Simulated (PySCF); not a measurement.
**Ce(SH)3: other functionals and bases at one geometry**

An exercise on one series of results from a longer session: the logs are not shown, and one member is left open.

Method: several levels, as the steps say, no spin–orbit coupling; program: PySCF 2.14.0.

6 further runs of the same task are left out: 2 for a known fault of the program, 2 that didn't finish, 2 set aside as unsound or not needed.

### The starting structure

7 atoms, charge 0, spin multiplicity 1.

Bond lengths: Ce1–S2 2.698 Å, Ce1–S4 2.698 Å, Ce1–S6 2.698 Å, S2–H3 1.355 Å, S4–H5 1.355 Å, S6–H7 1.355 Å. Angles: S2–Ce1–S4 117.5°, S2–Ce1–S6 117.5°, S4–Ce1–S6 117.5°, Ce1–S2–H3 94.4°, Ce1–S4–H5 94.4°, Ce1–S6–H7 94.4°.

As a file:

```
Ce    0.0000    0.0000    0.5643
S     2.6336   -0.3973    0.9943
H     2.9133    0.9195    1.1527
S    -0.9727    2.4794    0.9943
H    -2.2529    2.0632    1.1527
S    -1.6609   -2.0821    0.9943
H    -0.6603   -2.9827    1.1527
```

Formal oxidation states: Ce +3. Each metal's 1 4f electrons lie in its core potential, so multiplicities, spins and levels count the valence alone. An earlier session relaxed this geometry at r2SCAN, Ce lcecp-1-SVP with ECP47, S def2-SVP, H def2-SVP (singlet, point group C3).

At r2SCAN on the finer grid: E = -1228.336724 Eh, HOMO -6.39 eV, LUMO -2.75 eV, Mulliken charge on Ce1 +0.88 e, largest force component 0.011 eV/Å. 

Levels to run: wB97X; B3LYP; TPSSh; CAM-B3LYP; r2SCAN, TZVP. Hardware: 2 threads of Intel Xeon Platinum 8375C at 2.90GHz (Ice Lake), shared host.

Set-up of the first run:

Input file run.py (the lines that set the calculation):

```python
mol = gto.M(atom='''
Ce     0.00000     0.00000     0.56434
S      2.63363    -0.39732     0.99429
H      2.91325     0.91950     1.15272
S     -0.97273     2.47944     0.99429
H     -2.25294     2.06319     1.15272
S     -1.66090    -2.08213     0.99429
H     -0.66031    -2.98270     1.15272''',
    basis={'Ce': 'lcecp-1-SVP', 'S': 'def2-SVP', 'H': 'def2-SVP'},
    ecp={'Ce': 'lcecp-1-SVP'},
    charge=0, spin=0)
mf = dft.RKS(mol, xc='WB97X')
mf.grids.atom_grid = (75, 302)  # f atoms: unpruned, at least (60, 302)
mf = mf.density_fit()  # fitting sets: Ce AutoAux, S def2-universal-JKFIT, H def2-universal-JKFIT
mf.conv_tol = 1e-08; mf.max_cycle = 55
mf.kernel(dm0)  # dm0: the density of the relaxed state
```

Launch:

```bash
$ OMP_NUM_THREADS=2 python run.py
```

Among the steps run: wB97X; B3LYP; TPSSh; CAM-B3LYP; r2SCAN, TZVP.

One of the session's tables, all rows but one given; the rest of the session is left out.

```
                level  HOMO (eV)  gap (eV)  charge on Ce1 (e)  dipole (D)  largest force component (eV/Å)
r2SCAN (relaxed here)      -6.39      3.64               0.88        2.37                            0.01
                wB97X      -9.56      8.82               0.94        2.62                            0.15
                B3LYP      -6.95      4.29               0.81        2.36                            0.12
                TPSSh      -6.65      4.02               0.92        2.38                            0.06
            CAM-B3LYP          ?         ?                  ?           ?                               ?
         r2SCAN, TZVP      -6.44      3.72               1.29        2.46                            0.21
```

Q: Estimate the row for CAM-B3LYP from the others.

The run gave: HOMO (eV): -8.47; gap (eV): 6.78; charge on Ce1 (e): 0.86; dipole (D): 2.48; largest force component (eV/Å): 0.06. In the column «HOMO (eV)» it lies between wB97X (-9.56) and B3LYP (-6.95).

In one basis the HOMO–LUMO gap runs from 3.64 eV (r2SCAN) to 8.82 eV (wB97X). The largest leftover force, 0.21 eV/Å with r2SCAN, TZVP, stands at a geometry relaxed at another level. With 4f in the core, its levels are missing from HOMO and gap, and its count is fixed, so no charge can pass from the ligands into it. Total energies of different levels can't be compared.
